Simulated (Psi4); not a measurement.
# C2HBF (SMILES C#C[B]F): levels of theory compared

Aim: a comparison of 6 runs (UHF/def2-SV(P), UB3LYP/6-31G*, UCAM-LDA0/def2-SVP, U-mPWPW-D4/cc-pVTZ, UMP3/6-31G) of C2HBF. 

The calculation is run with Psi4 1.11.

10 further runs of the same task are left out: 6 that didn't finish, 4 set aside as unsound or not needed.

## (1) The structure to begin with

The species is C2HBF (5 atoms), meant as a doublet with charge 0. SMILES: `C#C[B]F`. The shape is that of a GFN2-xTB optimisation.

Bond lengths: C1–C2 1.222 Å, C2–B3 1.456 Å, B3–F4 1.309 Å, C1–H5 1.051 Å. Angles: C1–C2–B3 166.7°, C2–B3–F4 133.2°, C2–C1–H5 175.3°.

## (2) The polarisability at UHF/def2-SV(P) (density fitting) (run 1)

job.inp

```
memory 1.6 GB

molecule {
  0 2
  C      0.474210     1.182570    -0.300500
  C      0.054740     0.071670    -0.013790
  B     -0.121090    -1.312180     0.405000
  F     -1.161060    -2.103920     0.468170
  H      0.753200     2.161860    -0.558870
  no_reorient
  no_com
}

set {
  reference uhf
}

properties("hf/def2-SV(P)", properties=['dipole_polarizabilities'])
```

Command:

```console
$ psi4 -i job.inp -o job.out -n 1
```

job.out:

```text
[...]
  Running in c1 symmetry.
[...]
  Nuclear repulsion =   75.665677248031173
[...]
  Multiplicity = 2
[...]
  Nalpha       = 14
  Nbeta        = 13
[...]
    Number of basis functions: 58
[...]
   @DF-UHF iter   1:  -200.09073929127138   -1.04105e+00   6.79701e-03 ADIIS/DIIS
[...]
   @DF-UHF iter  17:  -200.21326032058161   -1.10600e-08   3.84073e-07 DIIS
[...]
   @S^2 Observed:                9.015715243E-01
[...]
    Orbital Energies [Eh]
    ---------------------
    Alpha Occupied:
       1A    -26.317298     2A    -11.282195     3A    -11.234575
       4A     -7.702814     5A     -1.613788     6A     -1.044289
       7A     -0.824722     8A     -0.774942     9A     -0.728466
      10A     -0.691197    11A     -0.682786    12A     -0.461939
      13A     -0.437200    14A     -0.339991
    Alpha Virtual:
      15A      0.055318    16A      0.149190    17A      0.195763
      18A      0.257153    19A      0.268569    20A      0.298694
      21A      0.374908    22A      0.415249    23A      0.473744
      24A      0.515058    25A      0.680390    26A      0.685549
[...]
  @DF-UHF Final Energy:  -200.21326032058161
   => Energetics <=
    Nuclear Repulsion Energy =             75.6656772480311730
    One-Electron Energy =                -423.9700912498107073
    Two-Electron Energy =                 148.0911536811979374
    Total Energy =                       -200.2132603205816110
  UHF NO Occupations:
  HONO-2 :   12  A 1.9747981
  HONO-1 :   13  A 1.9508963
[...]
 Multipole Moments:
 ------------------------------------------------------------------------------------
     Multipole            Electronic (a.u.)      Nuclear  (a.u.)        Total (a.u.)
 ------------------------------------------------------------------------------------
 L = 1.  Multiply by 2.5417464519 to convert [e a0] to [Debye]
 Dipole X            :         13.7466132          -13.4701379            0.2764753
 Dipole Y            :         30.6064570          -29.8744536            0.7320034
 Dipole Z            :         -7.3540323            7.1694697           -0.1845625
 Magnitude           :                                                    0.8039471
[...]
```

It took 4.5 s on 1 thread of Intel Xeon Platinum 8259CL at 2.50GHz (Skylake/Cascade Lake), shared host; peak memory 0.2 GiB.

## (3) The response to a field at UHF/def2-SV(P) (sfX2C, density fitting) (run 2)

c2hbf.dat

```
memory 1600 MB

molecule {
  0 2
  C      0.89612703     2.23473342    -0.56786270
  C      0.10344361     0.13543667    -0.02605932
  B     -0.22882694    -2.47966083     0.76533908
  F     -2.19408541    -3.97583259     0.88471308
  H      1.42334172     4.08532332    -1.05611124
  units au
  no_reorient
  no_com
}

set {
  basis def2-SV(P)
  reference uhf
  relativistic x2c
}

result, w = properties("scf", properties=['dipole_polarizabilities'], return_wfn=True)
```

Command:

```console
$ psi4 -i c2hbf.dat -o c2hbf.out -n 1
```

c2hbf.out:

```text
[...]
  Running in c1 symmetry.
[...]
  Nuclear repulsion =   75.665677324250694
[...]
  Multiplicity = 2
[...]
  Nalpha       = 14
  Nbeta        = 13
[...]
    Number of basis functions: 58
[...]
    WARNING: The X2C and Dirac Hamiltonians have substatially different eigenvalues!
             This is probably caused by the recontraction of the basis set.
[...]
   @DF-UHF iter   1:  -200.20547968816129   -1.04316e+00   6.83192e-03 DIIS/ADIIS
[...]
   @DF-UHF iter  17:  -200.32863207517732   -1.15373e-08   3.86167e-07 DIIS
[...]
   @S^2 Observed:                9.018794304E-01
[...]
    Orbital Energies [Eh]
    ---------------------
    Alpha Occupied:
       1A    -26.342478     2A    -11.286877     3A    -11.239252
       4A     -7.704810     5A     -1.619090     6A     -1.045205
       7A     -0.824884     8A     -0.774714     9A     -0.727810
      10A     -0.690280    11A     -0.682283    12A     -0.461654
      13A     -0.436908    14A     -0.339867
    Alpha Virtual:
      15A      0.055545    16A      0.149195    17A      0.195627
      18A      0.257336    19A      0.268534    20A      0.298482
      21A      0.374859    22A      0.415090    23A      0.473875
      24A      0.514804    25A      0.680401    26A      0.685578
[...]
  @DF-UHF Final Energy:  -200.32863207517732
   => Energetics <=
    Nuclear Repulsion Energy =             75.6656773242506944
    One-Electron Energy =                -424.1211083489868088
    Two-Electron Energy =                 148.1267989495588040
    Total Energy =                       -200.3286320751773246
  UHF NO Occupations:
  HONO-2 :   12  A 1.9747197
  HONO-1 :   13  A 1.9508201
[...]
 Multipole Moments:
 ------------------------------------------------------------------------------------
     Multipole            Electronic (a.u.)      Nuclear  (a.u.)        Total (a.u.)
 ------------------------------------------------------------------------------------
 L = 1.  Multiply by 2.5417464519 to convert [e a0] to [Debye]
 Dipole X            :         13.7446055          -13.4701378            0.2744676
 Dipole Y            :         30.6054694          -29.8744536            0.7310158
 Dipole Z            :         -7.3540795            7.1694698           -0.1846097
 Magnitude           :                                                    0.8023698
[...]
```

It took 4.5 s on 1 thread of Intel Xeon Platinum 8259CL at 2.50GHz (Skylake/Cascade Lake), shared host; peak memory 0.2 GiB.

Runs 3 to 5 aren't shown in full; the table further down has their settings and results.

## (4) A single-point energy at UMP3/6-31G (density fitting for correlation) (run 6)

run.py

```python
import psi4

psi4.set_memory('1600 MB')
psi4.set_num_threads(1)
psi4.set_output_file('run.log', False)

mol = psi4.geometry("""
0 2
C      0.474210     1.182570    -0.300500
C      0.054740     0.071670    -0.013790
B     -0.121090    -1.312180     0.405000
F     -1.161060    -2.103920     0.468170
H      0.753200     2.161860    -0.558870
units angstrom
""")

options = {'basis': '6-31G', 'reference': 'uhf', 'scf_type': 'pk', 'mp_type': 'df'}
psi4.set_options(options)

result = psi4.energy('mp3')
print(f'total energy {result:.8f} hartree = {result * 27.211386:.5f} eV')
```

Command:

```console
$ python run.py
```

run.log:

```text
[...]
  Running in c1 symmetry.
[...]
  Nuclear repulsion =   75.665677248031173
[...]
  Multiplicity = 2
[...]
  Nalpha       = 14
  Nbeta        = 13
[...]
    Number of basis functions: 38
[...]
   @UHF iter   1:  -200.20140806604010   -1.00194e+00   9.39496e-03 ADIIS/DIIS
[...]
   @UHF iter  23:  -200.31258247602781   -1.96110e-12   4.24612e-09 DIIS
[...]
   @S^2 Observed:                9.424762641E-01
[...]
    Orbital Energies [Eh]
    ---------------------
    Alpha Occupied:
       1A    -26.319528     2A    -11.285824     3A    -11.236535
       4A     -7.710769     5A     -1.638821     6A     -1.061425
       7A     -0.823950     8A     -0.765150     9A     -0.722068
      10A     -0.678904    11A     -0.674349    12A     -0.459877
      13A     -0.435184    14A     -0.341742
    Alpha Virtual:
      15A      0.060248    16A      0.173621    17A      0.250331
      18A      0.291667    19A      0.371050    20A      0.380909
      21A      0.550001    22A      0.555565    23A      0.595670
      24A      0.647021    25A      0.758187    26A      0.760467
[...]
  @UHF Final Energy:  -200.31258247602781
   => Energetics <=
    Nuclear Repulsion Energy =             75.6656772480311730
    One-Electron Energy =                -424.1389619101815924
    Two-Electron Energy =                 148.1607021861226201
    Total Energy =                       -200.3125824760278135
  UHF NO Occupations:
  HONO-2 :   12  A 1.9644481
  HONO-1 :   13  A 1.9405038
[...]
 Multipole Moments:
 ------------------------------------------------------------------------------------
     Multipole            Electronic (a.u.)      Nuclear  (a.u.)        Total (a.u.)
 ------------------------------------------------------------------------------------
 L = 1.  Multiply by 2.5417464519 to convert [e a0] to [Debye]
 Dipole X            :         -1.2004906            1.6328417            0.4323512
 Dipole Y            :         -3.7784938            4.6141877            0.8356939
 Dipole Z            :          1.0063152           -1.1945097           -0.1881945
 Magnitude           :                                                    0.9595462
[...]
	DF-SCS-MP2 Total Energy (a.u.)     :  -200.62547673462890
	DF-SOS-MP2 Total Energy (a.u.)     :  -200.62056481662987
	DF-SCS(N)-MP2 Total Energy (a.u.)  :  -200.46360561524557
[...]
	DF-MP2 Total Energy (a.u.)         :  -200.63530057062690
[...]
	DF-MP3 Total Energy (a.u.)         :  -200.63651052927031
[...]
```

The script printed:

```text
total energy -200.63651053 hartree = -5459.59753 eV
```

It took 4.2 s on 1 thread of Intel Xeon Platinum 8259CL at 2.50GHz (Skylake/Cascade Lake), shared host; peak memory 0.19 GiB.

## (5) All runs side by side

| run | level | task | integrals | energy (Eh) | dipole moment (D) | HOMO energy (eV) | LUMO energy (eV) | wall time |
| --- | --- | --- | --- | --- | --- | --- | --- | --- |
| 1 | UHF/def2-SV(P) (density fitting) | polarizability | df | -200.213260 | 2.04 | -9.25 | 1.51 | 4.5 s |
| 2 | UHF/def2-SV(P) (sfX2C, density fitting) | polarizability | df | -200.328632 | 2.04 | -9.25 | 1.51 | 4.5 s |
| 3 | UB3LYP/6-31G* (spherical functions) | gradient | pk | -201.412565 | 1.53 | -5.11 | -1.88 | 28 s |
| 4 | UCAM-LDA0/def2-SVP | properties | direct | -200.303719 | 1.69 | -6.75 | -1.65 | 8.7 s |
| 5 | U-mPWPW-D4/cc-pVTZ (density fitting) | gradient | df | -201.471051 | 1.55 | -4.60 | -3.14 | 23 s |
| 6 | UMP3/6-31G (density fitting for correlation) | energy | pk | -200.636511 | – | -9.30 | 1.64 | 4.2 s |

## (6) Summary of results

```
                                                         quantity          value
                                              run 6: total energy  -200.63651 Eh
run 6: HOMO energy (Hartree–Fock orbitals) (highest over α and β)       -9.30 eV
 run 6: LUMO energy (Hartree–Fock orbitals) (lowest over α and β)        1.64 eV
                                        run 6: correlation energy     -323.9 mEh
                         run 6: ⟨S²⟩ of the reference determinant          0.942
```

**Reading.** Over runs 1, 2, 3, 4, 5 the dipole moment (its size) runs from 1.53 D (UB3LYP/6-31G*) to 2.04 D (UHF/def2-SV(P)). The two ends differ in method and basis. Totals of different functionals can't be ranked against each other. Spin contamination of the reference: run 6 ⟨S²⟩ = 0.94, run 2 ⟨S²⟩ = 0.90, run 1 ⟨S²⟩ = 0.90. All runs together took 73 s, the longest 28 s.
